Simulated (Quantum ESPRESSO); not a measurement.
The system is NbTe2.

```xyz
3
Lattice="2.0937 1.2088 6.3301 -2.0937 1.2088 6.3301 0.0000 -2.4176 6.3301" Properties=species:S:1:pos:R:3 pbc="T T T"
Nb    0.0000    0.0000    0.0000
Te    0.0000    0.0000    4.7855
Te    0.0000    0.0000   14.2047
```

The cell was built by a generator and needn't be a form met in nature.

Base run:

| Item | Value |
| --- | --- |
| Program | Quantum ESPRESSO 7.5 |
| Functional | PBEsol |
| Potentials or basis | PseudoDojo 0.4.1 SR PBEsol standard |
| Cutoff | 1116 eV |
| Density cutoff | 4463 eV |
| k mesh | 5 × 5 × 5 |
| Occupations | gaussian, width 0.05 eV |
| Spin | collinear spin, ferromagnetic start |
| Starting moments | [1.0, 0.0, 0.0] μB |
| Hubbard terms | Nb d U = 6 eV |

Its results: band gap on the k mesh none (metal or under the smearing width); pressure -0.6 GPa; net moment 1.57 μB per cell; site moments Nb +1.79; Te -0.28 μB; largest force 0.505 eV/Å.

Q: After a change of settings the same cell gave: band gap on the k mesh none (metal or under the smearing width); pressure 3.0 GPa; net moment 2.73 μB per cell; site moments Nb +2.23; Te -0.12 μB; largest force 0.876 eV/Å. Which change was it?
A. hubbard terms from Nb d U = 6 eV to Nb d U = 8 eV
B. hubbard terms from Nb d U = 6 eV to Nb d U = 2 eV
C. hubbard terms from Nb d U = 6 eV to none

A: A.

Caveats: the U is typed as a test and isn't derived for this compound.
